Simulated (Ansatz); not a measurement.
# AlHSe (triplet): wave-function methods side by side, cc-pVDZ

An exercise on one series of results from a longer session: the logs are not shown, and one member is left open.

Computed with Ansatz 0.2.0, Gaussian basis. Level: cc-pVDZ, core rule «outside noble gas», up to 19 orbitals frozen.

Plan: UHF; CCSD(T) on ROHF; CCSD(T) on UHF; BCCD(T) on ROHF; CISD; CCSDT(Q) on ROHF; CCSDT(Q) on UHF; CCSDTQ on ROHF; CCSDTQ on UHF.

16 further runs of the same task are left out: 10 for a known fault of the program, 6 set aside as unsound or not needed.

## The geometry

The geometry is a PBE0/def2-TZVP stationary point (not a proven minimum). No spin-orbit coupling is included. The filled d shell of Se may be among the frozen orbitals whatever the setting's name suggests; the logs give the count.

3 atoms, charge 0, spin multiplicity 3.

Atoms are counted from 1 here; the program's logs count them from 0.

Bond lengths: Al1–Se2 2.346 Å, Al1–H3 1.607 Å. Angles: Se2–Al1–H3 111.9°.

Set-up of the first run:

The input, in.yaml:

```yaml
crystal:
  periodic: [false, false, false]
  atoms:
    - {symbol: Al, position_ang: [0.000000, -0.119188, 1.722270]}
    - {symbol: Se, position_ang: [0.000000, 0.023721, -0.619315]}
    - {symbol: H, position_ang: [0.000000, 1.332277, 2.412440]}
basis:
  gaussian: {orbitals: cc-pVDZ}
magnetization: {spin_polarized: true, initial_magnetization: 2}
hamiltonian: {xc: hf}
output: {orbitals: {seedname: orbitals}}
```

The run is started by

```console
$ ansatz run in.yaml --threads 1 --pin off --events-out ev --progress --plain --max-ram 2816MiB --backend cpu
```

Steps of the session up to this table: UHF; CCSD(T) on ROHF; CCSD(T) on UHF; BCCD(T) on ROHF; CISD; CCSDT(Q) on ROHF; CCSDT(Q) on UHF; CCSDTQ on ROHF; CCSDTQ on UHF.

One of the session's tables, all rows but one given; the rest of the session is left out.

| method | from UCCSDTQ (kcal/mol) |
| --- | --- |
| ROHF | +107.01 |
| UHF | +104.18 |
| RMP2 | +20.47 |
| UMP2 | +20.56 |
| CISD | +10.09 |
| RCCSD | +3.59 |
| UCCSD | +3.46 |
| RCCSD(T) | +0.91 |
| UCCSD(T) | +0.85 |
| BCCD(T) | +0.92 |
| RCCSDT | +0.27 |
| UCCSDT | ? |
| RCCSDT(Q) | +0.09 |
| UCCSDT(Q) | 0.00 |
| RCCSDTQ | +0.07 |
| UCCSDTQ | 0 |

Estimate the missing values for UCCSDT.

The run gave: from UCCSDTQ (kcal/mol): +0.20. In the column «from UCCSDTQ (kcal/mol)» it lies between RCCSDT(Q) (+0.09) and RCCSDT (+0.27).

To keep in mind: Restricted and unrestricted rows rest on different reference determinants; where their highest levels disagree by more than a few hundredths of an eV, they describe different states and don't form one ladder.
